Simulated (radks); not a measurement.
**Mn⁴⁺ in [Ar] 3d3: an all-electron calculation**

An exercise on one series of results from a longer session: the logs are not shown, and one member is left open.

The numbers are computed with radks (a radial shooting solver on a logarithmic mesh, Libxc functionals) version 1 (scalar-relativistic Kohn-Sham, BP86, spin-unpolarised, spherical densities, finite nucleus), except any that are marked as measured or tabulated.

## Starting point

* element: manganese (Z = 25)
* charge: +4
* electrons: 21
* configuration: [Ar] 3d3
* nuclear rms radius: 3.7057 fm

The outer shells:

Mn⁴⁺
```
[Ar] core
3d [↑ ][↑ ][↑ ][  ][  ]
```

The first run:

Input:

```text
Z 25
configuration [Ar] 3d3
relativity scalar-relativistic
functional b88,p86
spin unpolarised
nucleus finite rms 3.7057 fm
c 137.035999084
```

Command:

```
python run_ks.py task.json out
```

All runs below come from this command, one after another.

One of the session's tables, all rows but one given; the rest of the session is left out.

It belongs to the step «Radial structure». Radial moments (bohr):

| level | <r> | outermost maximum (interpolated) | 90 % within | nodes |
| --- | --- | --- | --- | --- |
| 1s | 0.06089 | 0.0399 | 0.109 | 0 |
| 2s | 0.2794 | 0.232 | 0.433 | 1 |
| 2p | 0.2471 | 0.188 | 0.405 | 0 |
| 3s | ? | ? | ? | ? |
| 3p | 0.8707 | 0.742 | 1.33 | 1 |
| 3d | 0.9652 | 0.717 | 1.58 | 0 |

Estimate the missing values for 3s.

**Answer.** <r>: 0.8332; outermost maximum (interpolated): 0.730; 90 % within: 1.24; nodes: 2. In the column «<r>» it lies between 2s (0.2794) and 3p (0.8707).

Caveats from the session: Spin polarisation and multiplet splitting are left out.
